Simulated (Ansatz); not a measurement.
# CH4FInSi: basis-set convergence

The task here is to estimate one member of a computed series from the others.

Computed with Ansatz 0.2.0, Gaussian basis. Level: one geometry, several basis sets.

Plan: PBE0-D4/def2-SVP; ωB97M-V/def2-SVP; PBE0-D4/def2-QZVPP; ωB97M-V/def2-QZVPP; the functionals' def2-TZVPP values are taken from earlier runs.

## Structure used throughout

All runs share one geometry, relaxed beforehand with PBE0-D4 in a triple-zeta def2 set. In takes the def2 core potential; no spin-orbit term is included.

SMILES `F[CH]1[SiH2][InH]1`, 8 atoms, charge 0, spin multiplicity 1.

Atoms are counted from 1 here; the program's logs count them from 0.

Bond lengths: F1–C2 1.375 Å, C2–Si3 1.881 Å, C2–In4 2.231 Å, C2–H5 1.104 Å, Si3–In4 2.514 Å, Si3–H6 1.493 Å, Si3–H7 1.496 Å, In4–H8 1.705 Å. Angles: F1–C2–Si3 124.5°, F1–C2–In4 137.3°, F1–C2–H5 108.8°, Si3–C2–In4 74.8°, Si3–C2–H5 109.3°, In4–C2–H5 96.5°, C2–Si3–In4 58.9°, C2–Si3–H6 109.1°, C2–Si3–H7 124.8°, In4–Si3–H6 100.1°, In4–Si3–H7 146.2°, H6–Si3–H7 108.1°, C2–In4–Si3 46.2°, C2–In4–H8 146.1°, Si3–In4–H8 166.4°.

As a file:

```tsv
atom	x (Å)	y (Å)	z (Å)
F1	-1.8931	-0.7538	0.7997
C2	-0.5671	-0.4301	0.6316
Si3	0.0483	1.1757	-0.1299
In4	1.1073	-1.0271	-0.7164
H5	-0.0336	-0.6117	1.5807
H6	-0.7123	1.4422	-1.3865
H7	0.1955	2.4684	0.6081
H8	1.9472	-2.3208	-1.4433
```

Set-up of the first run:

Contents of in.yaml:

```yaml
crystal:
  periodic: [false, false, false]
  atoms:
    - {symbol: F, position_ang: [-1.893111, -0.753797, 0.799723]}
    - {symbol: C, position_ang: [-0.567119, -0.430112, 0.631609]}
    - {symbol: Si, position_ang: [0.048256, 1.175732, -0.129892]}
    - {symbol: In, position_ang: [1.107318, -1.027067, -0.716440]}
    - {symbol: H, position_ang: [-0.033559, -0.611677, 1.580715]}
    - {symbol: H, position_ang: [-0.712308, 1.442161, -1.386455]}
    - {symbol: H, position_ang: [0.195476, 2.468370, 0.608107]}
    - {symbol: H, position_ang: [1.947249, -2.320810, -1.443270]}
basis:
  gaussian: {orbitals: def2-SVP}
hamiltonian: {xc: pbe0, dispersion: d4}
output: {orbitals: {seedname: orbitals}}
```

Command:

```console
$ ansatz run in.yaml --threads 2 --pin off --events-out ev --progress --plain --max-ram 4352MiB
```

Among the steps run: PBE0-D4 in def2-SVP; ωB97M-V in def2-SVP; PBE0-D4 in def2-QZVPP; ωB97M-V in def2-QZVPP.

One table of the session follows, with a row left open; its other results are not shown here.

It belongs to the step «Density functionals: the series». 

| functional | basis | HOMO (eV) | LUMO (eV) |
| --- | --- | --- | --- |
| PBE0-D4 | def2-SVP | -5.92 | -2.08 |
| PBE0-D4 | def2-TZVPP | -5.99 | -2.13 |
| PBE0-D4 | def2-QZVPP | -6.01 | -2.14 |
| ωB97M-V | def2-SVP | -7.86 | -0.46 |
| ωB97M-V | def2-TZVPP | ? | ? |
| ωB97M-V | def2-QZVPP | -7.99 | -0.60 |

Estimate the missing values for ωB97M-V, def2-TZVPP.

**Answer.** HOMO (eV): -7.96; LUMO (eV): -0.56. In the column «HOMO (eV)» it lies between ωB97M-V, def2-QZVPP (-7.99) and ωB97M-V, def2-SVP (-7.86).
